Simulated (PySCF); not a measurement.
# C7H8OSi: the cost of one run

Computed with PySCF 2.14.0 and routines of our own; the level stands in each step. Atoms count from 0.

## 1. The system as given

17 atoms, charge 0, multiplicity 1; geometry from: GFN2-xTB.

## 2. Geometry optimisation at PBE0-D3(BJ)/def2-SVP

Job settings and geometry (Å):

```
{"job": {"xc": "PBE0", "basis": "def2-SVP", "d3": "d3bj", "grid": 2, "kind": "geom"}, "charge": 0, "multiplicity": 1}
O     -3.278865    -1.448717    -0.284855
C     -2.219051    -0.839327    -0.190249
C     -2.230672     0.576023     0.162024
C     -1.214814     1.437880     0.387570
C      0.189296     1.226329     0.350256
C      0.893893     0.107715     0.021258
Si     2.792841     0.146668     0.054996
C      0.321599    -1.140805    -0.368911
C     -0.965239    -1.538685    -0.454614
H     -3.241324     0.956629     0.258949
H     -1.499548     2.451919     0.648201
H      0.772533     2.099640     0.618472
H      3.247180    -0.894549     0.978604
H      3.237886     1.467187     0.496515
H      3.274115    -0.139595    -1.297574
H      1.060531    -1.894201    -0.625519
H     -1.147360    -2.562080    -0.765033
```

Launch:

```console
$ OMP_NUM_THREADS=1 python excited_run.py task.json out
```

One launch serves the whole session: the jobs run in the order shown.

Q: Estimate the wall time and peak memory of this first job on 1 thread of Arm Neoverse V1, shared host.

About 90 s, with a peak of 0.79 GiB.
